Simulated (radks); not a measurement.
# Mn²⁺ in [Ar] 3d5: an all-electron calculation

An exercise on one series of results from a longer session: the logs are not shown, and one member is left open.

Method: non-relativistic Kohn-Sham, LDA (Slater exchange, Perdew-Zunger correlation), spin-polarised, spherical densities, point nucleus; open shells are filled with parallel spins first. Code: radks (a radial shooting solver on a logarithmic mesh, Libxc functionals) version 1.

## What is computed

```
element       : manganese (Z = 25)
charge        : +2
electrons     : 23
configuration : [Ar] 3d5
```

The outer shells:

Mn²⁺
```
[Ar] core
3d [↑ ][↑ ][↑ ][↑ ][↑ ]
```

The first run:

Settings of this run:

```text
Z 25
configuration [Ar] 3d5
relativity non-relativistic
functional lda,pz
spin polarised
nucleus point
```

Among the steps run: Self-consistent calculation.

One table of the session follows, with a row left open; its other results are not shown here.

It belongs to the step «Radial structure». Sizes of the orbitals, from the radial functions (bohr):

```
  level      <r>  outermost maximum (interpolated)  90 % within  nodes
  1s up  0.06167                            0.0406        0.110      0
1s down  0.06167                            0.0406        0.110      0
  2s up   0.2834                             0.236        0.439      1
2s down   0.2829                             0.236        0.438      1
  2p up   0.2488                             0.190        0.408      0
2p down   0.2482                             0.189        0.407      0
  3s up   0.8614                             0.744         1.29      2
3s down   0.8654                             0.745         1.30      2
  3p up   0.9067                             0.754         1.40      1
3p down   0.9138                             0.756         1.41      1
  3d up        ?                                 ?            ?      ?
3d down    1.187                             0.764         2.07      0
```

Q: Estimate the row for 3d up from the others.

**Answer.** <r>: 1.124; outermost maximum (interpolated): 0.752; 90 % within: 1.93; nodes: 0. In the column «<r>» it lies between 3p down (0.9138) and 3d down (1.187).

Limits of these values: Open shells are spherical and high-spin; term and fine-structure splittings are not resolved.
